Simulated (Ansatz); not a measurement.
Crystal: TcSe2.

```
Tc Se
1.0
     0.00000    3.14575    3.14575
     3.14575    0.00000    3.14575
     3.14575    3.14575    0.00000
Tc Se
1 2
Cartesian
  0.0000 0.0000 0.0000
  1.5729 1.5729 1.5729
  4.7186 4.7186 4.7186
```

The cell comes from a database or a generator and needn't be the stable form of this composition.

Base run:

```yaml
Program: Ansatz 0.2.0
Functional: PBE
Potentials_or_basis: Ansatz PAW earlier set
Cutoff: "500 eV (not typed: the program's choice for these potentials)"
k_mesh: 5 × 5 × 5
Occupations: gaussian, width 0.05 eV
Spin: collinear spin, ferromagnetic start
Starting_moments: "[0.5, 0.0, 0.0] μB"
Hubbard_terms: Tc d U = 8 eV
```

Its results: band gap on the k mesh none (metal or under the smearing width); pressure 17.7 GPa; net moment 3.19 μB per cell; site moments Tc +3.55; Se -0.39 μB.

Question: The run is repeated on the same cell with these changes: functional from PBE to PBEsol; hubbard terms from Tc d U = 8 eV to Tc d U = 3 eV. What comes out?

Answer: Band gap on the k mesh none (metal or under the smearing width); pressure -14.0 GPa; net moment 0.05 μB per cell; site moments Tc +0.03; Se +0.00 μB.

Several settings changed at once, so the effect can't be laid on one alone.

Caveats: the magnetic or orbital state may not be the lowest; the PAW data sets come from PBE, with cores solved anew for the run's functional, which leaves a small shift of forces and pressure (some runs); the starting moments weren't kept (some runs).
